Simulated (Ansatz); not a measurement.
# Si2Ge3: the cost of one run

Method: DFT PBE, scalar-relativistic, plane waves, PAW, unless a step names another level, in Ansatz 0.2.0.

3 further runs of the same task are left out: 3 that didn't finish.

## Step 1: The starting structure

The structure is orthorhombic, space group Imma (No. 74). Conventional cell: a = 3.981 Å, b = 3.984 Å, c = 28.201 Å, α = 90.00°, β = 90.00°, γ = 90.00°. Si (site symmetry mm2) has 2 Si at 2.40 Å and 2 Ge at 2.43 Å as nearest neighbours. Around Si (site symmetry mm2) lie 4 Si at 2.40 Å. Around Ge (site symmetry mm2) lie 4 Ge at 2.47 Å. Around Ge (site symmetry mm2) lie 2 Si at 2.43 Å and 2 Ge at 2.47 Å.

Structure file:

```
CELL_PARAMETERS angstrom
-1.99044 1.99189 14.10052
1.99044 -1.99189 14.10052
1.99044 1.99189 -14.10052
ATOMIC_POSITIONS crystal
Si 0.67898 0.42898 0.25000
Si 0.27375 0.02375 0.25000
Si 0.32102 0.57102 0.75000
Si 0.72625 0.97625 0.75000
Ge 0.07762 0.82762 0.25000
Ge 0.52591 0.77591 0.75000
Ge 0.12955 0.37955 0.75000
Ge 0.87045 0.62045 0.25000
Ge 0.92238 0.17238 0.75000
Ge 0.47409 0.22409 0.25000
```

It came out lowest among 15 distinct ends of the trial cells. At a tolerance of 0.02 Å it has space group Imma (No. 74).

## Step 2: Kick test: the unmoved cell on a coarse mesh

File input.yaml:

```yaml
crystal:
  lattice:
    - [3.9808829911, 0.0, 0.0]
    - [0.0, -3.9837823047, 0.0]
    - [-1.9904414955, 1.9918911524, -14.1005219039]
  atoms:
    - { symbol: Si, position: [0.5710211961, 0.3210211961, 0.1420423922] }
    - { symbol: Si, position: [0.9762542388, 0.7262542388, 0.9525084776] }
    - { symbol: Si, position: [0.4289788039, 0.6789788039, 0.8579576078] }
    - { symbol: Si, position: [0.0237457612, 0.2737457612, 0.0474915224] }
    - { symbol: Ge, position: [0.1723764935, 0.9223764935, 0.3447529869] }
    - { symbol: Ge, position: [0.2240948883, 0.4740948883, 0.4481897767] }
    - { symbol: Ge, position: [0.6204515951, 0.8704515951, 0.2409031902] }
    - { symbol: Ge, position: [0.3795484049, 0.1295484049, 0.7590968098] }
    - { symbol: Ge, position: [0.8276235065, 0.0776235065, 0.6552470131] }
    - { symbol: Ge, position: [0.7759051117, 0.5259051117, 0.5518102233] }
basis:
  ecutwfc: 420
kpoints:
  mp_grid: { grid: [6, 6, 6] }
hamiltonian:
  xc: pbe
scf:
  occupations: { method: gaussian, width: 0.2 }
  lower_state_search: "off"
output:
  forces: true
  stress: true
  eigenvalues: true
```

Started as:

```console
$ ansatz run input.yaml --threads 1 --pin off --max-ram 2560MiB --backend cpu --events-out ev --progress --plain --runs-dir out
```

What time and memory should one allow on 1 thread of Intel Xeon 6975P-C (Granite Rapids), shared host?

About 16 s, with a peak of 0.76 GiB.
